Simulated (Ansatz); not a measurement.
Write a Python script for Ansatz 0.2.0, Python API that makes an atomisation energy of C2H4SiTe, SMILES [SiH3]C1=C[Te]1. Use (for the species named): r2SCAN, def2-TZVP basis, multiplicity 1.

| atom | x (Å) | y (Å) | z (Å) |
| --- | --- | --- | --- |
| Si | -0.3991 | 1.1067 | -0.4052 |
| C | 0.3989 | -0.4072 | 0.0779 |
| C | 0.2262 | -1.6968 | 0.6743 |
| Te | 2.2340 | -1.3759 | 0.1053 |
| H | -1.5176 | 0.8314 | -1.3909 |
| H | -1.0225 | 1.8103 | 0.7726 |
| H | 0.5506 | 2.0609 | -1.0419 |
| H | -0.3783 | -2.3866 | 1.1521 |

`c2h4site.py`
```python
"""Energy to split C2H4SiTe into its atoms."""

from collections import Counter

import ansatz as az

BASIS = "def2-TZVP"
FUNCTIONAL = "r2scan"


def total_energy(molecule, charge=0, unpaired=0):
    calc = molecule.calculation().basis(gaussian=BASIS).functional(FUNCTIONAL).accuracy("high")
    if charge:
        calc = calc.charge(charge)
    if unpaired:
        calc = calc.spin("collinear", total=unpaired)
    return calc.run().report["free_energy_ev"]

geometry_ang = [
    ("Si", (-0.3991, 1.1067, -0.4052)),
    ("C", (0.3989, -0.4072, 0.0779)),
    ("C", (0.2262, -1.6968, 0.6743)),
    ("Te", (2.234, -1.3759, 0.1053)),
    ("H", (-1.5176, 0.8314, -1.3909)),
    ("H", (-1.0225, 1.8103, 0.7726)),
    ("H", (0.5506, 2.0609, -1.0419)),
    ("H", (-0.3783, -2.3866, 1.1521)),
]
molecule = az.Crystal.molecule()
for symbol, xyz in geometry_ang:
    molecule = molecule.atom(symbol, xyz)

# unpaired electrons of the ground-state atoms
unpaired = {"Si": 2, "C": 2, "Te": 2, "H": 1}
counts = Counter(site.symbol for site in molecule.cartesian_sites)
atom_energy = {s: total_energy(az.Crystal.molecule().atom(s, (0, 0, 0)), 0, unpaired[s]) for s in counts}
whole = total_energy(molecule, 0, 0)
for s, e in atom_energy.items():
    print(f"{s:2s} x{counts[s]}  {e:14.5f} eV")
print(f"C2H4SiTe: {whole:.5f} eV")
split = sum(counts[s] * e for s, e in atom_energy.items()) - whole
print(f"atomisation energy (no zero-point term): {96.485332 * split:.1f} kJ/mol, {split / sum(counts.values()):.3f} eV an atom")
```

Running `python c2h4site.py` prints:
```text
Si x1     -7873.37529 eV
C  x2     -1029.48621 eV
Te x1     -7295.05465 eV
H  x4       -13.60370 eV
C2H4SiTe: -17308.79167 eV
atomisation energy (no zero-point term): 2602.6 kJ/mol, 3.372 eV an atom
```

2602.6 kJ/mol from the electronic energies, without the zero-point term.

Caveats:
- The settings weren't tested for convergence.
- The geometry is a force-field or estimated start, not a minimum of this method, and the basis set is short of its limit. All parts are taken at fixed geometry, without zero-point energy.
- def2 sets replace the cores of elements past krypton by effective core potentials.
- The spin-orbit lowering of heavy atoms is left out.
- The whole script took 55 s on 1 thread of Intel(R) Xeon(R) Platinum 8259CL CPU @ 2.50GHz (Skylake/Cascade Lake), on a shared host, peak memory 0.85 GiB.

(Lines on the test bed's own set-up are left out of the output.)
